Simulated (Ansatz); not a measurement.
# LaMg2: a Mg atom hops into a vacancy

One Mg atom is taken out of a 1×1×2 supercell of LaMg2. How high is the barrier for its neighbour Mg3, 3.12 Å away, to move into the hole? The program relaxes both ends, then the band.

All numbers below are computed with Ansatz 0.2.0 (DFT PBEsol, plane waves, PAW, scalar-relativistic, no spin polarisation).

**1. The starting structure**

The cell holds 11 atoms (La4Mg7): a = 6.250 Å, b = 6.250 Å, c = 12.499 Å, α = 60.00°, β = 60.00°, γ = 60.00°.

The empty site lies at (5.53, 3.32, 3.33) Å, and Mg3 starts at (5.53, 5.52, 5.55) Å. All atoms were shaken by about 0.02 Å to break the symmetry.

As a file:

```xyz
11
Lattice="0.0000 4.4192 4.4192 4.4192 0.0000 4.4192 8.8385 8.8385 0.0000" Properties=species:S:1:pos:R:3 pbc="T T T"
La    0.0192    0.0073    0.0054
La    2.2211    2.2115    2.2012
Mg    5.5330    5.5214    5.5468
Mg    3.2979    3.3143    5.5014
Mg    3.2954    5.5146    3.3232
La    4.4389    4.4134    0.0297
La    6.6456    6.6361    2.2097
Mg    9.9267    9.9030    5.5438
Mg    9.9111    7.7292    3.2891
Mg    7.7147    7.7583    5.5071
Mg    7.7708    9.9382    3.3108
```

**2. Nudged elastic band**

crystal.atoms is the first end and neb.final_atoms the second, which differs in Mg3 alone.

input.yaml

```yaml
crystal:
  lattice:
    - [0.0, 4.41923695, 4.41923695]
    - [4.41923695, 0.0, 4.41923695]
    - [8.8384739, 8.8384739, 0.0]
  atoms:
    - { symbol: La, position: [-0.00074807, 0.00195937, 0.00119786] }
    - { symbol: La, position: [0.24796158, 0.25014194, 0.12623287] }
    - { symbol: Mg, position: [0.6262513, 0.62889425, 0.31157047] }
    - { symbol: Mg, position: [0.62429608, 0.62058026, 0.06283756] }
    - { symbol: Mg, position: [0.62706786, 0.12490736, 0.31039664] }
    - { symbol: La, position: [0.00047552, 0.00624831, 0.49909849] }
    - { symbol: La, position: [0.24893395, 0.25109249, 0.62635336] }
    - { symbol: Mg, position: [0.62455506, 0.62992203, 0.80816675] }
    - { symbol: Mg, position: [0.12527781, 0.61899532, 0.81185639] }
    - { symbol: Mg, position: [0.62801239, 0.61815803, 0.56377771] }
    - { symbol: Mg, position: [0.61981261, 0.12935698, 0.81451762] }
kpoints:
  mp_grid: { grid: [3, 3, 2] }
magnetization:
  spin_polarized: false
scf:
  occupations: { method: fermi_dirac, width: 0.1 }
hamiltonian:
  pseudopotentials: { kind: paw }
  xc: pbesol
basis:
  ecutwfc: 420
neb:
  images: 5
  relax_end_points: true
  climbing: true
  f_tol: 0.05
  max_iterations: 40
  order_check: false
  final_atoms:
    - { symbol: La, position: [-0.00074807, 0.00195937, 0.00119786] }
    - { symbol: La, position: [0.24796158, 0.25014194, 0.12623287] }
    - { symbol: Mg, position: [0.12713446, 0.62637234, 0.31210037] }
    - { symbol: Mg, position: [0.62429608, 0.62058026, 0.06283756] }
    - { symbol: Mg, position: [0.62706786, 0.12490736, 0.31039664] }
    - { symbol: La, position: [0.00047552, 0.00624831, 0.49909849] }
    - { symbol: La, position: [0.24893395, 0.25109249, 0.62635336] }
    - { symbol: Mg, position: [0.62455506, 0.62992203, 0.80816675] }
    - { symbol: Mg, position: [0.12527781, 0.61899532, 0.81185639] }
    - { symbol: Mg, position: [0.62801239, 0.61815803, 0.56377771] }
    - { symbol: Mg, position: [0.61981261, 0.12935698, 0.81451762] }
```

Started as:

```sh
ansatz run input.yaml --threads 4 --pin off --max-ram 8192MiB --backend cpu --events-out ev --progress --plain --runs-dir out
```

Q: Predict the outcome of this session. Wanted: relaxation of the ends; barrier forwards; barrier backwards; second end relative to first; highest image.

The runs gave:

```
                    quantity                                                                   value
      relaxation of the ends  0.041 eV lower, moves up to 0.10 Å; 0.043 eV lower, moves up to 0.11 Å
            barrier forwards                                                                 0.35 eV
           barrier backwards                                                                 0.35 eV
second end relative to first                                                               +0.004 eV
               highest image                                                   3 of 0 to 6, climbing
             band iterations                                                                       6
```

What this shows: The barrier from the first end is 0.35 eV, 14 times kT at 300 K, which at an assumed attempt frequency of 10^13 s⁻¹ means a rate near 10^7 s⁻¹. Both ends agree in energy to 5 meV; they were built as equivalent. The input switches the test of curvatures off, so the top was not shown to be a first-order saddle. The cell of 11 atoms is small, so the barrier is not converged with size.
